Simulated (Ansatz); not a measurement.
# NbTc: the cost of one run

Computed with Ansatz 0.2.0, driven from Python. Level of theory: DFT LDA, plane waves, PAW.

### 1 The system

It takes space group Cmmm (No. 65, orthorhombic). The conventional cell has a = 3.187 Å, b = 4.597 Å, c = 4.414 Å, α = 90.00°, β = 90.00°, γ = 90.00°. Around Nb (site symmetry mmm) lie 4 Tc at 2.72 Å and 4 Nb at 2.80 Å. Tc (site symmetry mmm) is surrounded by 4 Nb at 2.72 Å and 4 Tc at 2.80 Å.

The script holds or builds the structure itself.

### 2 The script

File nbtc_eos.py:

```python
import ansatz
import numpy as np
from scipy.optimize import curve_fit

params = {
    "cutoff": 630,
    "smearing": "fermi_dirac",
    "sigma": 0.1,
    "max_scf": 80,
    "kgrid": (11, 11, 7),
}

vectors0 = np.array([
    [1.593333, -2.298391, 0.0],
    [1.593333, 2.298391, 0.0],
    [0.0, 0.0, 4.414473],
])
sites = [
    ("Nb", (0.0, 0.0, 0.0)),
    ("Tc", (0.5, 0.5, 0.5)),
]


def make_crystal(cell):
    crystal = ansatz.Crystal(lattice=ansatz.Lattice.of(cell))
    for symbol, position in sites:
        crystal = crystal.atom(symbol, position)
    return crystal

def vinet(v, e0, v0, b0, b1):
    eta = (v / v0) ** (1 / 3)
    return e0 + 2 * b0 * v0 / (b1 - 1) ** 2 * (2 - (5 + 3 * b1 * (eta - 1) - 3 * eta) * np.exp(-1.5 * (b1 - 1) * (eta - 1)))


def main() -> None:
    volumes, energies, pressures = [], [], []
    for scale in np.linspace(0.92, 1.08, 7):
        cell = vectors0 * scale ** (1 / 3)
        calc = (
            make_crystal(cell).calculation()
            .functional(ansatz.Functional.LDA)
            .basis(params["cutoff"], xc_grid=2)
            .occupations(params["smearing"], width=params["sigma"])
            .scf(max_iterations=params["max_scf"])
            .kpoints(*params["kgrid"])
            .stress()
        )
        r = calc.run(threads=1).report
        volumes.append(abs(np.linalg.det(cell)) / len(sites))
        energies.append(r["free_energy_ev"] / len(sites))
        pressures.append(np.trace(r["stress_gpa"]) / 3)
        print(f"V = {volumes[-1]:8.4f} A^3/atom  F = {energies[-1]:.5f} eV/atom  P = {pressures[-1]:8.3f} GPa")

    guess = (min(energies), volumes[int(np.argmin(energies))], 0.5, 4.5)
    (e0, v0, b0, b1), _ = curve_fit(vinet, np.array(volumes), np.array(energies), p0=guess, maxfev=20000)
    print(f"Vinet fit: V0 = {v0:.4f} A^3/atom, B0 = {160.21766 * b0:.1f} GPa, B1 = {b1:.2f}")
    print("largest residual", round(1000 * float(np.abs(vinet(np.array(volumes), e0, v0, b0, b1) - energies).max()), 3), "meV/atom")


if __name__ == "__main__":
    main()
```

### 3 The input behind the calls

The engine receives this input (first run):

```yaml
crystal:
  lattice:
    - [1.5496578722457686, -2.2353894048819827, 0.0]
    - [1.5496578722457686, 2.2353894048819827, 0.0]
    - [0.0, 0.0, 4.293467113444832]
  atoms:
    - { symbol: Nb, position: [0.0, 0.0, 0.0] }
    - { symbol: Tc, position: [0.5, 0.5, 0.5] }
basis:
  ecutwfc: 630.0
  xc_grid: 2
kpoints:
  mp_grid:
    grid: [11, 11, 7]
hamiltonian:
  xc: lda
scf:
  max_iter: 80
  occupations:
    method: fermi_dirac
    width: 0.1
output:
  stress: true
```

### 4 Running it

Started as:

```sh
> python nbtc_eos.py
```

What time and memory should one allow on 1 thread of Arm Neoverse V1, shared host?

About 64 s, with a peak of 0.52 GiB.
